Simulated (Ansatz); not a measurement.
# CrO₂ (triplet): geometry and frequencies at several levels

An exercise on one series of results from a longer session: the logs are not shown, and one member is left open.

Method: the levels named in each step, in Ansatz 0.2.0.

### Starting point

Bond lengths: O1–Cr2 1.549 Å, Cr2–O3 1.549 Å. Angles: O1–Cr2–O3 131.2°.

Structure file:

```xyz
3

O    -1.3109    0.6536    0.0399
Cr   -0.0456   -0.2376   -0.0321
O     1.4592    0.1185    0.0643
```

Set-up of the first run:

File input.yaml:

```yaml
crystal:
  periodic: [false, false, false]
  atoms:
    - { symbol: O, position_ang: [-1.26609056, 0.69467525, 0.04671275] }
    - { symbol: Cr, position_ang: [-0.0640171, -0.33344999, -0.04500896] }
    - { symbol: O, position_ang: [1.43273766, 0.17333473, 0.07044621] }
magnetization:
  spin_polarized: true
  initial_magnetization: 2
basis:
  gaussian: { orbitals: def2-TZVPP }
hamiltonian:
  xc: pbe0
  dispersion: d4
relax:
  f_tol: 0.002
  max_steps: 150
```

On the command line:

```sh
$ ansatz run input.yaml --threads 2 --pin off --max-ram 5120MiB --backend cpu --events-out ev --progress --plain --runs-dir out
```

Among the steps run: Relaxation, PBE0-D4/def2-TZVPP; Frequencies, PBE0-D4/def2-TZVPP; Relaxation, PBE-D4/def2-TZVPP; Frequencies, PBE-D4/def2-TZVPP; Relaxation, r2SCAN-D4/def2-TZVPP; Frequencies, r2SCAN-D4/def2-TZVPP; Relaxation, B3LYP-D4/def2-TZVPP; Frequencies, B3LYP-D4/def2-TZVPP; Relaxation, B2PLYP/def2-TZVPP.

One table of the session follows, with a row left open; its other results are not shown here.

It belongs to the step «Geometries side by side». 

| level | O1–Cr2 (Å) | Cr2–O3 (Å) | dipole (D) | highest frequency (cm⁻¹) |
| --- | --- | --- | --- | --- |
| PBE0-D4/def2-TZVPP | 1.5865 | 1.5865 | 4.23 | 1052 |
| PBE-D4/def2-TZVPP | ? | ? | ? | ? |
| r2SCAN-D4/def2-TZVPP | 1.5920 | 1.5920 | 4.48 | 1030 |
| B3LYP-D4/def2-TZVPP | 1.5967 | 1.5967 | 4.26 | 1036 |
| B2PLYP/def2-TZVPP | 1.5962 | 1.5962 | 4.55 | - |

Q: Estimate the row for PBE-D4/def2-TZVPP from the others.

As computed: O1–Cr2 (Å): 1.5999; Cr2–O3 (Å): 1.5999; dipole (D): 4.32; highest frequency (cm⁻¹): 1001. In the column «O1–Cr2 (Å)» it is the highest.
